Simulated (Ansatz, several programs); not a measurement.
NaScSe₂, ordered on the rocksalt lattice (P4/nmm) with 8 atoms a cell, relaxed with PBE in Ansatz (plane waves, PAW): space group P4/nmm (No. 129), tetragonal; conventional cell a = 4.013 Å, c = 11.700 Å, 23.55 Å³ an atom. Na is surrounded by 6 Se at 2.87–3.30 Å; Se is surrounded by 1 Sc at 2.46 Å and 5 Na at 2.87–3.08 Å; Se is surrounded by 5 Sc at 2.86 Å and 1 Na at 3.30 Å; Sc is surrounded by 6 Se at 2.46–2.86 Å. The cell was then scaled with its shape and fractional coordinates held, which makes it stiffer than a relaxed compression. No spin polarisation and no zero-point or thermal motion; the cell was built from a prototype and may be hypothetical.

```
V (Å³/atom)  E (meV/atom)
     22.135         15.61
     23.548          0.00
     24.255          3.37
     24.961         12.80
```

Question: Pass a cubic E = c₀ + c₁u + c₂u² + c₃u³, with u = V − 23.725 Å³, through these points.

Answer: c₀ = 0.22, c₁ = +2.453, c₂ = 6.855, c₃ = -0.4883 (meV and Å³).

Question: Where is the minimum, and what bulk modulus follows?

Answer: dE/du = 0 at u = -0.176, so V₀ = 23.55 Å³. B = V₀ d²E/dV² = 23.55 × (2c₂ + 6c₃u) = 23.55 × 14.225 = 335 meV/Å³, and 1 meV/Å³ is 0.16022 GPa: 54 GPa. A third-order Birch-Murnaghan fit to all five points gives 23.55 Å³ and 53 GPa.

Question: Predict the energy and the pressure at the withheld volume, 22.842 Å³.

Answer: With u = -0.883: E ≈ 3.73 meV and P = −dE/dV ≈ +1.73 GPa. The run gives 3.68 meV and, from its stress, +1.72 GPa.
